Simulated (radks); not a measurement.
# Valence configurations of Yb²⁺

NIST gives [Xe] 4f14 as the ground configuration of Yb²⁺. Does this level of theory agree? Several fillings of the valence shells are run.

Method: scalar-relativistic Kohn-Sham, SCAN, spin-polarised, spherical densities, finite nucleus; open shells are filled with parallel spins first. Code: radks (a radial shooting solver on a logarithmic mesh, Libxc functionals) version 1.

2 further runs of the same task are left out: 2 that didn't finish.

## (1) The system

```
element            : ytterbium (Z = 70)
charge             : +2
electrons          : 68
configuration      : [Xe] 4f14
nuclear rms radius : 5.3108 fm
others tried       : 4f13 5d1; 4f13.5 5d0.5; 4f13 6p1; 4f12 6p2; 4f12 5d2
```

The outer shells:

Yb²⁺
```
[Xe] core
4f [↑↓][↑↓][↑↓][↑↓][↑↓][↑↓][↑↓]
```

## (2) [Xe] 4f14

Settings of this run:

```text
Z 70
configuration [Xe] 4f14
relativity scalar-relativistic
functional scan,scan
spin polarised
nucleus finite rms 5.3108 fm
c 137.035999084
```

## (3) [Xe] 4f13 5d1

Input: that of step 2 with these lines changed.

```diff
@@ -1,3 +1,3 @@
 Z 70
-configuration [Xe] 4f14
+configuration [Xe] 4f13 5d1
 relativity scalar-relativistic
```

## (4) [Xe] 4f13.5 5d0.5

Input: that of step 3 with these lines changed.

```diff
@@ -1,3 +1,3 @@
 Z 70
-configuration [Xe] 4f13 5d1
+configuration [Xe] 4f13.5 5d0.5
 relativity scalar-relativistic
```

## (5) [Xe] 4f13 6p1

Input: that of step 4 with these lines changed.

```diff
@@ -1,3 +1,3 @@
 Z 70
-configuration [Xe] 4f13.5 5d0.5
+configuration [Xe] 4f13 6p1
 relativity scalar-relativistic
```

## (6) [Xe] 4f12 6p2

Input: that of step 5 with these lines changed.

```diff
@@ -1,3 +1,3 @@
 Z 70
-configuration [Xe] 4f13 6p1
+configuration [Xe] 4f12 6p2
 relativity scalar-relativistic
```

## (7) [Xe] 4f12 5d2

Input: that of step 6 with these lines changed.

```diff
@@ -1,3 +1,3 @@
 Z 70
-configuration [Xe] 4f12 6p2
+configuration [Xe] 4f12 5d2
 relativity scalar-relativistic
```

What does the calculation give? Wanted: for each run, valence; E − E(NIST configuration); moment; highest level; its energy; 1s shift.

**Answer**, as computed:

```csv
valence,E − E(NIST configuration) (eV),moment (μB),highest level,its energy (eV),1s shift (eV)
4f14,0.000,0,4f,-17.662,+0.00
4f13.5 5d0.5,2.764,1,5d up,-14.216,-3.36
4f13 5d1,6.439,2,5d up,-15.328,-6.93
4f13 6p1,10.852,2,6p up,-13.280,-10.94
4f12 5d2,16.976,4,5d up,-17.385,-14.63
4f12 6p2,29.738,4,6p up,-15.547,-23.18
```

Theory agrees with NIST among these: the next, 4f13.5 5d0.5, lies 2.764 eV higher. The energies are those of spherical high-spin densities, not of single terms. The 1s eigenvalue shifts by up to 23.18 eV as the valence charge is rearranged.
